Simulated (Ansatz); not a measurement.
# Ge2Sb2Te5: the cost of one run

Method: DFT PBE, scalar-relativistic, plane waves, PAW, in Ansatz 0.2.0.

## (1) The starting structure

It takes space group P-3m1 (No. 164, trigonal). The conventional cell has a = 4.294 Å, b = 4.294 Å, c = 17.101 Å, α = 90.00°, β = 90.00°, γ = 120.00°. Ge (site symmetry 3m) is surrounded by 6 Te at 3.00 to 3.04 Å. Sb (site symmetry 3m) has 6 Te at 3.01 to 3.20 Å as nearest neighbours. Te (site symmetry -3m) has 6 Ge at 3.04 Å as nearest neighbours. Te (site symmetry 3m) is surrounded by 3 Ge at 3.00 Å and 3 Sb at 3.20 Å. Around Te (site symmetry 3m) lie 3 Sb at 3.01 Å.

As a file:

```xyz
9
Lattice="4.2941 0.0000 0.0000 -2.1470 3.7188 0.0000 0.0000 0.0000 17.1013" Properties=species:S:1:pos:R:3 pbc="T T T"
Ge    0.0000    2.4792   15.3417
Ge    2.1470    1.2396    1.7596
Sb    0.0000    0.0000   11.6278
Sb    0.0000    0.0000    5.4736
Te    0.0000    0.0000    0.0000
Te    2.1470    1.2396   13.6547
Te    0.0000    2.4792    3.4466
Te    0.0000    2.4792    9.9206
Te    2.1470    1.2396    7.1807
```

The structure comes from the Materials Project (structure only).

## (2) Self-consistent density

input.yaml

```yaml
crystal:
  lattice:
    - [4.2940644248, 0.0, 0.0]
    - [-2.1470322124, 3.7187688774, 0.0]
    - [0.0, 0.0, 17.101346]
  atoms:
    - { symbol: Ge, position: [0.33333333, 0.66666667, 0.897105] }
    - { symbol: Ge, position: [0.66666667, 0.33333333, 0.102895] }
    - { symbol: Sb, position: [0.0, 0.0, 0.679932] }
    - { symbol: Sb, position: [0.0, 0.0, 0.320068] }
    - { symbol: Te, position: [0.0, 0.0, 0.0] }
    - { symbol: Te, position: [0.66666667, 0.33333333, 0.798458] }
    - { symbol: Te, position: [0.33333333, 0.66666667, 0.201542] }
    - { symbol: Te, position: [0.33333333, 0.66666667, 0.580108] }
    - { symbol: Te, position: [0.66666667, 0.33333333, 0.419892] }
basis:
  ecutwfc: 500
  fft_grid_basis: typed
kpoints:
  mp_grid: { grid: [9, 9, 2] }
hamiltonian:
  xc: pbe
  pseudopotentials: { kind: paw }
scf:
  occupations: { method: gaussian, width: 0.05 }
output:
  forces: true
  stress: true
  eigenvalues: true
  bader: true
  write_density: true
  volumetric_format: npy
  elf: true
```

Run with:

```sh
> ansatz run input.yaml --threads 2 --pin off --max-ram 4096MiB --backend cpu --events-out ev --progress --plain --runs-dir out
```

What time and memory should one allow on 2 threads of Arm Neoverse N1, shared host?

About 88 s, with a peak of 0.95 GiB.
